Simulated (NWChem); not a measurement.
**GaH3F− (SMILES [F][GaH3-]): levels of theory compared**

We compute a comparison of 5 runs (HF/STO-3G, HF/3-21G, B3LYP/6-31G*, B3LYP/cc-pVTZ) of GaH3F−. 

The calculation is run with NWChem 7.3.0.

### Step 1. The system as given

GaH3F− has 5 atoms, charge -1, and is taken as a singlet. SMILES: `[F][GaH3-]`. The shape comes from GFN2-xTB, which is rough for such elements, and wasn't checked as a minimum.

Bond lengths: F1–Ga2 1.781 Å, Ga2–H3 1.554 Å, Ga2–H4 1.555 Å, Ga2–H5 1.553 Å. Angles: F1–Ga2–H3 106.4°, F1–Ga2–H4 106.1°, F1–Ga2–H5 106.7°, H3–Ga2–H4 112.4°, H3–Ga2–H5 112.1°, H4–Ga2–H5 112.7°.

### Step 2. Energy and forces at HF/STO-3G (run 1)

The input, run.py:

```python
from ase import Atoms
from ase.calculators.nwchem import NWChem

system = Atoms(['F', 'Ga', 'H', 'H', 'H'], positions=[
    [-0.500550, -0.495900, 1.533090],
    [0.029420, 0.026920, -0.084310],
    [-0.873870, 1.229730, -0.473840],
    [-0.177300, -1.196140, -1.021500],
    [1.522310, 0.435400, 0.046550],
])

calc = NWChem(
    label='m1',
    theory='scf',
    memory='2200 mb',
    basis='STO-3G',
    basispar='spherical bse',
    charge=-1,
    scf={'nopen': '0', 'rhf': None, 'thresh': '1e-08', 'maxiter': '80'},
)
system.calc = calc

forces = system.get_forces()
print(f"energy = {system.get_potential_energy():.6f} eV")
print("forces (eV/A):")
for s, f in zip(system.symbols, forces):
    print(f"{s:2s} {f[0]:10.5f} {f[1]:10.5f} {f[2]:10.5f}")
print("dipole (e A):", system.get_dipole_moment().round(4))
```

Run with:

```sh
$ export ASE_NWCHEM_COMMAND="nwchem PREFIX.nwi > PREFIX.nwo"
$ python run.py
```

Output:

```text
energy = -54437.744469 eV
forces (eV/A):
F     0.40459    0.39760   -1.19680
Ga    0.26261    0.28256   -0.90153
H     1.50949   -2.03611    0.68196
H     0.34988    2.06439    1.60324
H    -2.52652   -0.70844   -0.18687
dipole (e A): [ 0.0601  0.0583 -0.1792]
```

The calculator wrote m1.nwi:

```
title "m1"

permanent_dir m1

scratch_dir m1

start m1

geometry units angstrom nocenter noautosym noautoz
  F  -5.0055000000000005e-01 -4.9590000000000001e-01 1.5330900000000001e+00
  Ga 2.9420000000000002e-02 2.6919999999999999e-02 -8.4309999999999996e-02
  H  -8.7387000000000004e-01 1.2297300000000000e+00 -4.7383999999999998e-01
  H  -1.7730000000000001e-01 -1.1961400000000000e+00 -1.0215000000000001e+00
  H  1.5223100000000001e+00 4.3540000000000001e-01 4.6550000000000001e-02
end

charge -1

memory 2200 mb

basis spherical bse noprint
   * library STO-3G
end

scf
  nopen 0
  rhf
  thresh 1e-08
  maxiter 80
end

task scf gradient
```

m1.nwo:

```text
Northwest Computational Chemistry Package (NWChem) 7.3.0
             --------------------------------------------------------

           Job information
           ---------------

    nwchem branch   = 7.3.0
    use scalapack   = T
    input           = m1.nwi
    prefix          = m1.
    data base       = m1/m1.db
    status          = startup
    nproc           =        1

           Memory information
           ------------------

    heap     =     72089596 doubles =      550.0 Mbytes
    stack    =     72089601 doubles =      550.0 Mbytes
    global   =    144179200 doubles =     1100.0 Mbytes (distinct from heap & stack)
    total    =    288358397 doubles =     2200.0 Mbytes
    verify   = yes
    hardfail = no

[... 129 lines left out ...]
 Convergence threshold     :          1.000E-08
[... 18 lines left out ...]
       Final RHF  results
[... 3 lines left out ...]
      One-electron energy =  -3064.719416696978
[... 1 line left out ...]
 Nuclear repulsion energy =    120.551084597679
[... 34 lines left out ...]
                       ROHF Final Molecular Orbital Analysis
[... 174 lines left out ...]
    atom               coordinates                        gradient
                 x          y          z           x          y          z
   1 F      -0.945902  -0.937115   2.897120   -0.007868  -0.007732   0.023274
   2 Ga      0.055596   0.050871  -0.159323   -0.005107  -0.005495   0.017532
   3 H      -1.651375   2.323853  -0.895428   -0.029355   0.039596  -0.013262
   4 H      -0.335048  -2.260377  -1.930355   -0.006804  -0.040146  -0.031178
   5 H       2.876749   0.822787   0.087967    0.049133   0.013777   0.003634

                 ----------------------------------------
                 |  Time  |  1-e(secs)   |  2-e(secs)   |
                 ----------------------------------------
                 |  CPU   |       0.00   |       0.18   |
                 ----------------------------------------
                 |  WALL  |       0.00   |       0.18   |
                 ----------------------------------------

 Task  times  cpu:        1.4s     wall:        1.4s
 Total times  cpu:        1.5s     wall:        1.5s
```

Run time: 2.2 s. Hardware: 1 thread of AMD EPYC 9R45 (Zen 5), shared host; peak memory 0.1 GiB.

### Step 3. Energy and forces at HF/3-21G (run 2)

The input, calc.nw:

```
start calc
title "FGaH3"
memory total 2200 mb
charge -1

geometry units angstroms noautosym nocenter noautoz
  F    -0.500550   -0.495900    1.533090
  Ga    0.029420    0.026920   -0.084310
  H    -0.873870    1.229730   -0.473840
  H    -0.177300   -1.196140   -1.021500
  H     1.522310    0.435400    0.046550
end

basis "ao basis" spherical bse
  * library 3-21G
end

scf
  thresh 1e-08
  maxiter 80
  print low
end

task scf gradient
```

Run with:

```sh
$ nwchem calc.nw > calc.out
```

Output:

```text
[...]
  functions       =    37
[...]
  wavefunction    = RHF
[...]
         Total SCF energy =  -2014.514038486911
      One-electron energy =  -3067.520283865934
      Two-electron energy =    932.455160781345
 Nuclear repulsion energy =    120.551084597679
        Time for solution =      0.7s
[...]
                         RHF ENERGY GRADIENTS
    atom               coordinates                        gradient
                 x          y          z           x          y          z
   1 F      -0.945902  -0.937115   2.897120   -0.003192  -0.003041   0.008755
   2 Ga      0.055596   0.050871  -0.159323    0.012732   0.012275  -0.037224
   3 H      -1.651375   2.323853  -0.895428    0.012719  -0.019433   0.009411
   4 H      -0.335048  -2.260377  -1.930355    0.001711   0.017244   0.017750
   5 H       2.876749   0.822787   0.087967   -0.023969  -0.007045   0.001308
 Task  times  cpu:        0.9s     wall:        0.9s
 Total times  cpu:        1.0s     wall:        1.0s
```

It took 1.4 s on 1 thread of AMD EPYC 9R45 (Zen 5), shared host; peak memory 0.1 GiB.

Runs 3 to 4 aren't shown in full; the table further down has their settings and results.

### Step 4. Energy and gradient at B3LYP/cc-pVTZ (run 5)

The input, mymol.nw:

```
start mymol
title "FGaH3"
memory total 2200 mb
charge -1

geometry units angstrom noautosym nocenter noautoz
F    -0.500550   -0.495900    1.533090
Ga    0.029420    0.026920   -0.084310
H    -0.873870    1.229730   -0.473840
H    -0.177300   -1.196140   -1.021500
H     1.522310    0.435400    0.046550
end

basis spherical bse
* library cc-pVTZ
end

dft
xc b3lyp
grid fine
convergence energy 1e-08
maxiter 100
mulliken
print medium
end

task dft gradient
```

Run with:

```sh
$ nwchem mymol.nw > mymol.out
```

Output:

```text
[...]
          Wavefunction type:  closed shell.
          No. of atoms     :     5
          No. of electrons :    44
[...]
          Charge           :    -1
          Spin multiplicity:     1
[...]
          AO basis - number of functions:   115
[...]
              XC Information
              --------------
                         B3LYP Method XC Potential
                     Hartree-Fock (Exact) Exchange  0.200
                        Slater Exchange Functional  0.800 local
                    Becke 1988 Exchange Functional  0.720 non-local
              Lee-Yang-Parr Correlation Functional  0.810
                  VWN I RPA Correlation Functional  0.190 local
[...]
 d= 0,ls=0.0,diis     1  -2026.1087118112 -2.15D+03  4.38D-02  1.18D+01    11.0
[...]
 d= 0,ls=0.0,diis     8  -2026.7007889561  9.86D-09  2.04D-06  2.85D-07    55.3
         Total DFT energy =    -2026.700788956139
      One electron energy =    -3076.844785952625
           Coulomb energy =     1016.567487055642
    Exchange-Corr. energy =      -86.974574656835
 Nuclear repulsion energy =      120.551084597679
[...]
      Total Density - Mulliken Population Analysis
     ---------------------------------------------
    Atom       Charge   Shell Charges
 -----------   ------   -------------------------------------------------------
    1 F    9     9.48   1.94  0.28  1.03  0.65  1.59  2.35  1.63  0.00  0.00  0.00
    2 Ga  31    30.94   2.00  2.00  2.03  0.31  0.67  0.14  6.00  0.06  6.02  1.04  0.40  9.51  0.55  0.15  0.06
    3 H    1     1.19   0.25  0.49  0.44  0.00  0.00  0.00
    4 H    1     1.19   0.25  0.49  0.44  0.00  0.00  0.00
    5 H    1     1.19   0.25  0.49  0.44  0.00  0.00  0.00
[...]
  wavefunction    = closed shell
                         DFT ENERGY GRADIENTS
    atom               coordinates                        gradient
                 x          y          z           x          y          z
   1 F      -0.945902  -0.937115   2.897120    0.009270   0.009212  -0.029013
   2 Ga      0.055596   0.050871  -0.159323   -0.003895  -0.004035   0.013339
   3 H      -1.651375   2.323853  -0.895428    0.010277  -0.014076   0.005186
   4 H      -0.335048  -2.260377  -1.930355    0.001905   0.013595   0.011439
   5 H       2.876749   0.822787   0.087967   -0.017557  -0.004696  -0.000951
[...]
```

It took 87 s on 1 thread of AMD EPYC 9R45 (Zen 5), shared host; peak memory 0.14 GiB.

### Step 5. Overview of the runs

| run | level | iteration cap | module | energy (Eh) | HOMO energy (eV) | LUMO energy (eV) | HOMO–LUMO gap (eV) | wall time |
| --- | --- | --- | --- | --- | --- | --- | --- | --- |
| 1 | HF/STO-3G | 80 | scf | -2000.550226 | 1.40 | 20.07 | 18.67 | 2.2 s |
| 2 | HF/3-21G | 80 | scf | -2014.514038 | – | – | – | 1.4 s |
| 3 | B3LYP/6-31G* (spherical functions) | 100 | dft | -2026.320791 | -1.60 | 5.51 | 7.11 | 7.8 s |
| 4 | B3LYP/6-31G* (Cartesian functions) | 100 | dft | -2026.327621 | -1.60 | 5.47 | 7.07 | 8.1 s |
| 5 | B3LYP/cc-pVTZ | 100 | dft | -2026.700789 | -1.91 | 5.53 | 7.44 | 87 s |

### Step 6. What came out

| quantity | value |
| --- | --- |
| run 5: total energy | -2026.70079 Eh |
| run 5: HOMO energy | -1.91 eV |
| run 5: LUMO energy | 5.53 eV |
| run 5: HOMO–LUMO gap (to an unbound level, set by the basis) | 7.44 eV |
| run 5: largest force on an atom | 1.636 eV/Å |

In words: Over runs 1, 3, 4, 5 the HOMO–LUMO gap runs from 7.07 eV (B3LYP/6-31G*) to 18.67 eV (HF/STO-3G). The two ends differ in method and basis. The empty levels of an anion lie above zero and hang on the basis. In run 1 the HOMO lies above zero, so the outermost electron may be held by the basis alone. In run 1 the basis is minimal, so the values are rough. All runs together took 1.8 min, the longest 87 s.
